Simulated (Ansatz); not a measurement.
# Ba4Ti3MnO12: the cost of one run

Program: Ansatz 0.2.0. Level of theory: DFT, PBE, plane-wave PAW, default files, scalar-relativistic. These are calculated values, not measurements.

1 further run of the same task is left out (it didn't finish).

### 1 The system as given

Symmetry: I4mm, No. 107, tetragonal system. Conventional cell: a = 8.012 Å, b = 8.012 Å, c = 8.012 Å, α = 90.00°, β = 90.00°, γ = 90.00°. Around Ba (site symmetry m) lie 12 O at 2.83 Å. Mn (site symmetry 4mm) is surrounded by 6 O at 1.88 to 2.12 Å. Ti (site symmetry 4mm) is surrounded by 6 O at 2.00 Å. Around Ti (site symmetry 2mm) lie 6 O at 2.00 Å. Around O (site symmetry m) lie 1 Ti at 2.00 Å and 1 Mn at 2.01 Å and 4 Ba at 2.83 Å. O (site symmetry m) has 2 Ti at 2.00 Å and 4 Ba at 2.83 Å as nearest neighbours. Around O (site symmetry 4mm) lie 1 Mn at 1.88 Å and 1 Ti at 2.00 Å. O (site symmetry 4mm) is surrounded by 1 Ti at 2.00 Å and 1 Mn at 2.12 Å and 4 Ba at 2.83 Å. Only part of the 9 independent sites is listed.

Coordinates:

```xyz
20
Lattice="-4.0060 4.0060 4.0060 4.0060 -4.0060 4.0060 4.0060 4.0060 -4.0060" Properties=species:S:1:pos:R:3 pbc="T T T"
Ba    2.0030    2.0030    2.0030
Ba    2.0030    2.0030   -2.0030
Ba    2.0030   -2.0030    2.0030
Ba   -2.0030    2.0030    2.0030
Mn    0.0000    0.0000    0.1200
Ti    0.0000    0.0000    4.0060
Ti    0.0000    4.0060    0.0000
Ti    4.0060    0.0000    0.0000
O     2.0030    0.0000    0.0000
O     2.0030    0.0000    4.0060
O     2.0030    4.0060    0.0000
O     6.0090    0.0000    0.0000
O     0.0000    2.0030    0.0000
O     0.0000    2.0030    4.0060
O     0.0000    6.0090    0.0000
O     4.0060    2.0030    0.0000
O     0.0000    0.0000    2.0030
O     0.0000    0.0000    6.0090
O     0.0000    4.0060    2.0030
O     4.0060    0.0000    2.0030
```

Atom 5 of the input is the impurity.

### 2 Relaxing the atoms in the given cell

Contents of input.yaml:

```yaml
crystal:
  lattice:
    - [-4.006, 4.006, 4.006]
    - [4.006, -4.006, 4.006]
    - [4.006, 4.006, -4.006]
  atoms:
    - { symbol: Ba, position: [0.5, 0.5, 0.5] }
    - { symbol: Ba, position: [0.0, 0.0, 0.5] }
    - { symbol: Ba, position: [0.0, 0.5, 0.0] }
    - { symbol: Ba, position: [0.5, 0.0, 0.0] }
    - { symbol: Mn, position: [0.0149775337, 0.0149775337, 0.0], spin: 4.0 }
    - { symbol: Ti, position: [0.5, 0.5, 0.0] }
    - { symbol: Ti, position: [0.5, 0.0, 0.5] }
    - { symbol: Ti, position: [0.0, 0.5, 0.5] }
    - { symbol: O, position: [0.0, 0.25, 0.25] }
    - { symbol: O, position: [0.5, 0.75, 0.25] }
    - { symbol: O, position: [0.5, 0.25, 0.75] }
    - { symbol: O, position: [0.0, 0.75, 0.75] }
    - { symbol: O, position: [0.25, 0.0, 0.25] }
    - { symbol: O, position: [0.75, 0.5, 0.25] }
    - { symbol: O, position: [0.75, 0.0, 0.75] }
    - { symbol: O, position: [0.25, 0.5, 0.75] }
    - { symbol: O, position: [0.25, 0.25, 0.0] }
    - { symbol: O, position: [0.75, 0.75, 0.0] }
    - { symbol: O, position: [0.75, 0.25, 0.5] }
    - { symbol: O, position: [0.25, 0.75, 0.5] }
magnetization:
  spin_polarized: true
total_charge: -1
kpoints:
  mp_grid: { grid: [3, 3, 3] }
scf:
  occupations: { method: fermi_dirac, width: 0.01 }
hamiltonian:
  xc: pbe
  pseudopotentials: { kind: paw }
output:
  forces: true
  stress: true
  populations: true
  efg:
    quadrupole_moments_barn: { Ba: 0.236, Mn: 0.33, Ti: 0.247, O: -0.02558 }
    contact_densities: true
relax:
  f_tol: 0.03
  max_steps: 40
```

Command:

```console
$ ansatz run input.yaml --threads 1 --pin off --max-ram 3072MiB --backend cpu --events-out ev --progress --plain --runs-dir out
```

**Question.** How long does this run take on 1 thread of Arm Neoverse V2, shared host, and how much memory does it need?

About 5 min, with a peak of 0.88 GiB.
